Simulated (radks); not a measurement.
# Te²⁺ in [Kr] 4d10 5s2 5p2: an all-electron calculation

The task here is to estimate one member of a computed series from the others.

Method: Dirac Kohn-Sham, SOGGA, spin-unpolarised, spherical densities, point nucleus; open shells fill j = l - 1/2 first. Code: radks (a radial shooting solver on a logarithmic mesh, Libxc functionals) version 1.

### Starting point

```
element       : tellurium (Z = 52)
charge        : +2
electrons     : 50
configuration : [Kr] 4d10 5s2 5p2
```

The first run:

The run's settings:

```text
Z 52
configuration [Kr] 4d10 5s2 5p2
relativity Dirac
functional sogga,pbe
spin unpolarised
j_filling energy
nucleus point
c 137.035999084
```

Started as:

```
$ python run_ks.py task.json out
```

All runs below come from this command, one after another.

Among the steps run: Self-consistent calculation.

One of the session's tables, all rows but one given; the rest of the session is left out.

It belongs to the step «Orbitals and density». Radial moments (bohr):

| level | <r> | outermost maximum (interpolated) | 90 % within | nodes |
| --- | --- | --- | --- | --- |
| 1s1/2 | 0.02782 | 0.0179 | 0.0500 | 0 |
| 2s1/2 | 0.1195 | 0.102 | 0.185 | 1 |
| 2p1/2 | 0.1008 | 0.0780 | 0.165 | 0 |
| 2p3/2 | 0.1064 | 0.0827 | 0.173 | 0 |
| 3s1/2 | ? | ? | ? | ? |
| 3p1/2 | 0.3123 | 0.279 | 0.470 | 1 |
| 3p3/2 | 0.3238 | 0.290 | 0.486 | 1 |
| 3d3/2 | 0.2947 | 0.236 | 0.464 | 0 |
| 3d5/2 | 0.2984 | 0.239 | 0.469 | 0 |
| 4s1/2 | 0.7646 | 0.701 | 1.10 | 3 |
| 4p1/2 | 0.8014 | 0.722 | 1.17 | 2 |
| 4p3/2 | 0.8301 | 0.746 | 1.22 | 2 |
| 4d3/2 | 0.9621 | 0.806 | 1.47 | 1 |
| 4d5/2 | 0.9741 | 0.815 | 1.49 | 1 |
| 5s1/2 | 1.977 | 1.76 | 2.86 | 4 |
| 5p1/2 | 2.287 | 2.00 | 3.34 | 3 |
| 5p3/2 | 2.368 | 2.07 | 3.46 | 3 |

Estimate the missing values for 3s1/2.

The run gave: <r>: 0.3220; outermost maximum (interpolated): 0.293; 90 % within: 0.474; nodes: 2. In the column «<r>» it lies between 3p1/2 (0.3123) and 3p3/2 (0.3238).

To keep in mind: Spin polarisation and multiplet splitting are left out.
